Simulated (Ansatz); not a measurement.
I need a comparison of enthalpies under pressure of two structures of Cu. Use the Python package of Ansatz (0.2.0). Settings (first run): r2SCAN, PAW, cutoff 600 eV, Gaussian smearing of 0.05 eV.

The script, `transition_cu.py`:
```python
"""Enthalpies of two structures of Cu under pressure."""

import warnings

import ansatz as az
import numpy as np


def diamond(a_site, a):
    return az.Crystal.diamond(a_site, a=a)


def bcc(a_site, a):
    return (
        az.Lattice.bcc(a)
        .space_group(229)
        .atom(a_site, [0, 0, 0])
        .primitive()
    )


def compute(name, crystal, pressure=0.0):
    calc = (
        crystal.calculation()
        .functional(az.Functional.R2SCAN)
        .basis(600)
        .kpoints(spacing=0.3)
        .occupations("gaussian", width=0.05)
    )
    calc = calc.relax(force_tolerance=0.01, max_steps=60, cell=True, pressure=pressure)
    return calc.run(threads=1, backend="cpu")


def volume_per_atom(outcome):
    return abs(np.linalg.det(outcome.lattice.cell_ang)) / len(outcome.lattice.sites)


def main() -> None:
    warnings.simplefilter("ignore")

    phases = {}
    phases["diamond"] = diamond("Cu", 4.97)
    phases["bcc"] = bcc("Cu", 2.87)

    # H = E + PV, with 1 eV per cubic angstrom equal to 160.2 GPa
    pressures = [0, 10, 20, 30]
    enthalpy, volume = {name: [] for name in phases}, {name: [] for name in phases}
    for p in pressures:
        for name, crystal in phases.items():
            o = compute(name, crystal, pressure=p)
            volume[name].append(volume_per_atom(o))
            enthalpy[name].append(o.report["energy_sigma0_ev"] / len(o.lattice.sites) + p * volume[name][-1] / 160.21766)
    gap = np.array(enthalpy["bcc"]) - np.array(enthalpy["diamond"])
    rows = [(p, va, vb, 1000 * d) for p, va, vb, d in zip(pressures, volume["diamond"], volume["bcc"], gap)]
    print("| P (GPa) | V diamond (A^3/atom) | V bcc (A^3/atom) | H(bcc) - H(diamond) (meV/atom) |")
    print("| --- | --- | --- | --- |")
    for row in rows:
        print(f"| {row[0]:d} | {row[1]:.3f} | {row[2]:.3f} | {row[3]:+.1f} |")
    crossings = [p0 - g0 * (p1 - p0) / (g1 - g0) for p0, p1, g0, g1 in zip(pressures, pressures[1:], gap, gap[1:]) if g0 * g1 < 0]
    print("crossing near", [round(float(p), 1) for p in crossings], "GPa") if crossings else print("no crossing in this range")


if __name__ == "__main__":
    main()
```

```console
$ python transition_cu.py
| P (GPa) | V diamond (A^3/atom) | V bcc (A^3/atom) | H(bcc) - H(diamond) (meV/atom) |
| --- | --- | --- | --- |
| 0 | 18.038 | 11.475 | -1089.1 |
| 10 | 16.106 | 10.872 | -1451.9 |
| 20 | 14.940 | 10.415 | -1754.7 |
| 30 | 14.108 | 10.048 | -2021.6 |
no crossing in this range
```

At a fixed pressure a relaxation lowers the enthalpy F + PV, while F alone can rise. Only these two structures are compared, at zero temperature and with their symmetry kept; either may be hypothetical, and another phase may be lower than both. Differences under about 40 meV an atom lie within the error of mesh and functional. The cells are prototypes set up for this calculation and needn't exist. It ran for 110 s on 1 thread of Arm Neoverse V1, with other jobs on the host, peak memory 0.53 GiB.
